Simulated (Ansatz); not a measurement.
# C2H9FSi2: basis-set convergence

An exercise on one series of results from a longer session: the logs are not shown, and one member is left open.

Program: Ansatz 0.2.0, Gaussian basis. Level of theory: one geometry, several basis sets. These are calculated values, not measurements.

The runs, in order: PBE0-D4/def2-SVP; ωB97M-V/def2-SVP; PBE0-D4/def2-QZVPP; ωB97M-V/def2-QZVPP; the functionals' def2-TZVPP values are taken from earlier runs.

### The relaxed structure

The geometry comes from an earlier relaxation with PBE0-D4 in a triple-zeta def2 set; it is a stationary point, not always the lowest conformer.

SMILES `F[SiH2]CC[SiH3]`, 14 atoms, charge 0, spin multiplicity 1.

Atoms are counted from 1 here; the program's logs count them from 0.

Bond lengths: F1–Si2 1.605 Å, Si2–C3 1.863 Å, Si2–H6 1.485 Å, Si2–H7 1.484 Å, C3–C4 1.534 Å, C3–H8 1.098 Å, C3–H9 1.097 Å, C4–Si5 1.881 Å, C4–H10 1.095 Å, C4–H11 1.096 Å, Si5–H12 1.489 Å, Si5–H13 1.487 Å, Si5–H14 1.487 Å. Angles: F1–Si2–C3 108.8°, F1–Si2–H6 107.7°, F1–Si2–H7 107.2°, C3–Si2–H6 110.5°, C3–Si2–H7 112.6°, H6–Si2–H7 109.8°, Si2–C3–C4 116.0°, Si2–C3–H8 107.0°, Si2–C3–H9 106.8°, C4–C3–H8 110.8°, C4–C3–H9 110.1°, H8–C3–H9 105.5°, C3–C4–Si5 115.9°, C3–C4–H10 110.3°, C3–C4–H11 109.8°, Si5–C4–H10 107.9°, Si5–C4–H11 106.6°, H10–C4–H11 105.7° and more.

Set-up of the first run:

Input file in.yaml:

```yaml
crystal:
  periodic: [false, false, false]
  atoms:
    - {symbol: F, position_ang: [1.093337, 0.958563, 2.243994]}
    - {symbol: Si, position_ang: [-0.284122, 1.217440, 1.461328]}
    - {symbol: C, position_ang: [-0.836556, -0.377354, 0.671889]}
    - {symbol: C, position_ang: [0.203371, -1.091632, -0.201399]}
    - {symbol: Si, position_ang: [0.675841, -0.216834, -1.798362]}
    - {symbol: H, position_ang: [-1.287481, 1.680506, 2.453273]}
    - {symbol: H, position_ang: [-0.028271, 2.288583, 0.466471]}
    - {symbol: H, position_ang: [-1.742266, -0.151775, 0.093887]}
    - {symbol: H, position_ang: [-1.163666, -1.036705, 1.485001]}
    - {symbol: H, position_ang: [1.120885, -1.271329, 0.369135]}
    - {symbol: H, position_ang: [-0.168134, -2.082591, -0.485925]}
    - {symbol: H, position_ang: [-0.551161, 0.131285, -2.567262]}
    - {symbol: H, position_ang: [1.524127, -1.114199, -2.627114]}
    - {symbol: H, position_ang: [1.431000, 1.036843, -1.536215]}
basis:
  gaussian: {orbitals: def2-SVP}
hamiltonian: {xc: pbe0, dispersion: d4}
output: {orbitals: {seedname: orbitals}}
```

Run with:

```console
> ansatz run in.yaml --threads 4 --pin off --events-out ev --progress --plain --max-ram 10444MiB
```

Steps of the session up to this table: PBE0-D4 in def2-SVP; ωB97M-V in def2-SVP; PBE0-D4 in def2-QZVPP; ωB97M-V in def2-QZVPP.

One of the session's tables, all rows but one given; the rest of the session is left out.

It belongs to the step «Density functionals: the series». 

| functional | basis | HOMO (eV) | LUMO (eV) |
| --- | --- | --- | --- |
| PBE0-D4 | def2-SVP | -8.48 | 0.71 |
| PBE0-D4 | def2-TZVPP | -8.48 | 0.19 |
| PBE0-D4 | def2-QZVPP | -8.49 | -0.01 |
| ωB97M-V | def2-SVP | ? | ? |
| ωB97M-V | def2-TZVPP | -10.71 | 1.80 |
| ωB97M-V | def2-QZVPP | -10.71 | 1.34 |

**Question.** Estimate the row for ωB97M-V, def2-SVP.

**Answer.** HOMO (eV): -10.67; LUMO (eV): 2.53. In the column «HOMO (eV)» it lies between ωB97M-V, def2-QZVPP (-10.71) and PBE0-D4, def2-QZVPP (-8.49).
